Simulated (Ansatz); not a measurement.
# HfO2 (P4_2/mnm): convergence test of the k-point mesh from a Python script

How fine a k-point mesh does HfO2 (P4_2/mnm) need? Aim: a convergence test of the k-point mesh, for HfO2 (P4_2/mnm), run from a script.

All numbers are computed with Ansatz 0.2.0, driven from Python. Level of theory: DFT r2SCAN, plane waves, PAW.

## (1) The system

Symmetry: P4_2/mnm, No. 136, tetragonal system. The conventional cell has a = 4.814 Å, b = 4.814 Å, c = 3.205 Å, α = 90.00°, β = 90.00°, γ = 90.00°. Hf (site symmetry mmm) is surrounded by 6 O at 2.08 Å. O (site symmetry m2m) is surrounded by 3 Hf at 2.08 Å.

hfo2.cif, read by the script:

```cif
data_HfO2
_cell_length_a 4.813533
_cell_length_b 4.813533
_cell_length_c 3.205415
_cell_angle_alpha 90.00000
_cell_angle_beta 90.00000
_cell_angle_gamma 90.00000
_symmetry_space_group_name_H-M 'P 1'
_symmetry_Int_Tables_number 1
loop_
_symmetry_equiv_pos_as_xyz
'x, y, z'
loop_
_atom_site_label
_atom_site_type_symbol
_atom_site_fract_x
_atom_site_fract_y
_atom_site_fract_z
Hf1 Hf    0.000000    0.000000    0.000000
Hf2 Hf    0.500000    0.500000    0.500000
O3 O    0.194955    0.805045    0.500000
O4 O    0.305045    0.305045    0.000000
O5 O    0.694955    0.694955    0.000000
O6 O    0.805045    0.194955    0.500000
```

## (2) The code

run_kconv.py

```python
# -*- coding: utf-8 -*-
"""k-point test for HfO2."""

import warnings

import ansatz as az
from ase.io import read
import matplotlib.pyplot as plt

warnings.simplefilter("ignore", az.DeckWarning)

atoms = read("hfo2.cif")
hfo2 = az.Crystal.from_ase(atoms)

setup = hfo2.calculation()
setup = setup.functional("r2SCAN").occupations("fixed")
setup = setup.pseudopotentials("paw")
setup = setup.forces().stress()

rows = []
for value in [(2, 2, 2), (2, 2, 4), (4, 4, 4), (4, 4, 6), (6, 6, 8), (6, 6, 10)]:
    report = setup.kpoints(*value).run(threads=1).report
    rows.append((value, report["free_energy_ev"] / len(report["lattice"]["sites"]), report["n_iterations"], sum(report["stress_gpa"][i][i] for i in range(3)) / 3, max(abs(f) for row in report["forces_ev_ang"] for f in row), report["n_kpoints"]))

print("        mesh   F/atom (eV)    iterations       P (GPa)  max component (eV/A)      k-points")
for row in rows:
    print(f"{str(row[0]):>12s}  {row[1]:12.5f}  {row[2]:12d}  {row[3]:12.3f}  {row[4]:20.4f}  {row[5]:12d}")

# differences from the last row
for row in rows[:-1]:
    shift = 1000 * (row[1] - rows[-1][1])
    print(f"{row[0]}: {shift:+.2f} meV/atom" + ("  (within 1 meV)" if abs(shift) < 1 else ""))
plt.figure(figsize=(4.5, 3))
plt.plot([str(row[0]) for row in rows], [1000 * (row[1] - rows[-1][1]) for row in rows], "o-")
plt.xlabel("mesh")
plt.ylabel("F - F(last) (meV/atom)")
plt.tight_layout()
plt.savefig("kconv.png", dpi=100)
```

## (3) The calls as engine input

The package turns the script's settings into the engine's input (first run):

```yaml
crystal:
  lattice:
    - [4.813533, 0.0, 0.0]
    - [0.0, 4.813533, 0.0]
    - [0.0, 0.0, 3.205415]
  atoms:
    - { symbol: Hf, position: [0.0, 0.0, 0.0] }
    - { symbol: Hf, position: [0.5, 0.5, 0.49999999999999994] }
    - { symbol: O, position: [0.194955, 0.805045, 0.49999999999999994] }
    - { symbol: O, position: [0.305045, 0.305045, 0.0] }
    - { symbol: O, position: [0.694955, 0.694955, 0.0] }
    - { symbol: O, position: [0.805045, 0.194955, 0.49999999999999994] }
kpoints:
  mp_grid:
    grid: [2, 2, 2]
hamiltonian:
  xc: r2scan
  pseudopotentials:
    kind: paw
scf:
  occupations:
    method: fixed
output:
  forces: true
  stress: true
```

## (4) Launch

Command:

```console
$ python run_kconv.py
```

Log:

```text
        mesh   F/atom (eV)    iterations       P (GPa)  max component (eV/A)      k-points
   (2, 2, 2)   -5625.37797             8         4.634                0.1991             6
   (2, 2, 4)   -5625.43022             8         3.682                0.0279             9
   (4, 4, 4)   -5625.43375             8         3.593                0.0311            18
   (4, 4, 6)   -5625.43487             8         3.565                0.0293            24
   (6, 6, 8)   -5625.43492             8         3.563                0.0292            50
  (6, 6, 10)   -5625.43492             8         3.563                0.0292            60
(2, 2, 2): +56.95 meV/atom
(2, 2, 4): +4.70 meV/atom
(4, 4, 4): +1.17 meV/atom
(4, 4, 6): +0.05 meV/atom  (within 1 meV)
(6, 6, 8): +0.00 meV/atom  (within 1 meV)
```

Run time: 62 s. Hardware: 1 thread of Arm Neoverse V2, shared host; peak memory 0.75 GiB.

## (5) Inputs of later runs

The engine's inputs for some of the other runs:

Run 2, against run 1:

```diff
@@ -15 +15 @@
-    grid: [2, 2, 2]
+    grid: [2, 2, 4]
```

Run 4, against run 1:

```diff
@@ -15 +15 @@
-    grid: [2, 2, 2]
+    grid: [4, 4, 6]
```

Run 6, against run 1:

```diff
@@ -15 +15 @@
-    grid: [2, 2, 2]
+    grid: [6, 6, 10]
```

## (6) The engine's runs

From the records of these 6 runs:

```csv
run,k mesh,energy from run 6 (meV/atom),pressure (GPa),gap on the mesh (eV),SCF cycles,CPU time (s)
1,"[2, 2, 2]",56.95,4.63,4.52,8,3.3
2,"[2, 2, 4]",4.70,3.68,4.58,8,4.1
3,"[4, 4, 4]",1.17,3.59,4.59,8,6.9
4,"[4, 4, 6]",0.05,3.56,4.59,8,8.8
5,"[6, 6, 8]",0.00,3.56,4.59,8,17
6,"[6, 6, 10]",0.00,3.56,4.59,8,20
```

## (7) Summary of results

| quantity | value |
| --- | --- |
| runs compared | 6 |
| last run but one, from the last | +0.00 meV/atom |
| within 5 meV/atom of the last run from | [2, 2, 4] |

**Reading.** From 4×4×6 on it stays within 1 meV an atom of the value at 6×6×10; the first row (2×2×2) is off by 57.0 meV and the last but one by 0.00 meV. The pressure moves from 4.63 to 3.56 GPa. The last run costs about 6.0 times the first. Notes:
- Spin is left out of this run.
- Pressure is positive in compression.
- Spin-orbit coupling, which matters for elements this heavy, is left out.
- The structure comes from a database of computed cells and needn't be a stable or known phase.
- Shifts are counted from the finest mesh, which is itself no proven limit.
